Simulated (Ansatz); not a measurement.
# InH₂+ (triplet): B2PLYP, RPA-PBE over a scan of the scale of all distances, def2-TZVPP

Aim: run InH₂+ (triplet) with these functionals over a scan of the scale of all distances, and hold them against the top wave-function level at the same points.

Method: def2-TZVPP, all electrons in the functionals, frozen cores in the correlation of double hybrids and RPA; program: Ansatz 0.2.0, Gaussian basis.

Plan: B2PLYP, RPA-PBE, at 0.870; 1.000; 1.128; 1.282; 1.480; 1.735; 2.007; 2.367.

12 further runs of the same task are left out: 9 that didn't finish, 3 set aside as unsound or not needed.

### 1 What is computed

The geometry derives from a PBE0/def2-TZVP stationary point (not a proven minimum). All distances are scaled together. No spin-orbit coupling is included. Elements past krypton take def2 core potentials.

3 atoms, charge 1, spin multiplicity 3.

Atoms are counted from 1 here; the program's logs count them from 0.

Bond lengths: In1–H2 1.966 Å, In1–H3 1.966 Å. Angles: H2–In1–H3 71.1°.

Geometry (Å):

```xyz
3
charge 1, multiplicity 3
In    0.0000    0.0000   -0.0276
H     0.0000    1.1433    1.5722
H     0.0000   -1.1433    1.5722
```

No dispersion term is added.

The geometry shown and the zero of energy belong to the point 1.000. The yardstick, FCI, and other wave-function levels (R restricted, U unrestricted, valence and pair active spaces) come from earlier runs.

### 2 B2PLYP, 0.870

File in.yaml:

```yaml
crystal:
  periodic: [false, false, false]
  atoms:
    - {symbol: In, position_ang: [0.000000, 0.000000, -0.024015]}
    - {symbol: H, position_ang: [0.000000, 0.994665, 1.367826]}
    - {symbol: H, position_ang: [0.000000, -0.994665, 1.367826]}
basis:
  gaussian: {orbitals: def2-TZVPP}
total_charge: 1
magnetization: {spin_polarized: true, initial_magnetization: 2}
hamiltonian: {xc: {name: B2PLYP}}
correlation: {electrons: outside_noble_gas}
```

On the command line:

```
> ansatz run in.yaml --threads 1 --pin off --events-out ev --progress --plain --max-ram 2393MiB
```

The runs that follow: B2PLYP, 1.000; B2PLYP, 1.128; B2PLYP, 1.282; B2PLYP, 1.480; B2PLYP, 1.735; B2PLYP, 2.007; B2PLYP, 2.367; RPA-PBE, 0.870; RPA-PBE, 1.000; RPA-PBE, 1.128; RPA-PBE, 1.282; RPA-PBE, 1.480; RPA-PBE, 1.735; RPA-PBE, 2.007; RPA-PBE, 2.367.

**Question.** What will the summary of the whole plan be? Wanted: span of the FCI curve; largest miss, B2PLYP; largest miss, RPA-PBE.

**Answer**, as computed:

| quantity | value |
| --- | --- |
| span of the FCI curve | 0.432 eV |
| largest miss, B2PLYP | -0.044 eV (0.870) |
| largest miss, RPA-PBE | -0.097 eV (2.367) |

Of the functionals, B2PLYP keep the smallest largest miss at the points compared (at most 0.044 eV) and RPA-PBE strays most (0.097 eV, at 2.367). Functionals and the yardstick converge differently with the basis, so part of each miss in def2-TZVPP is the basis.
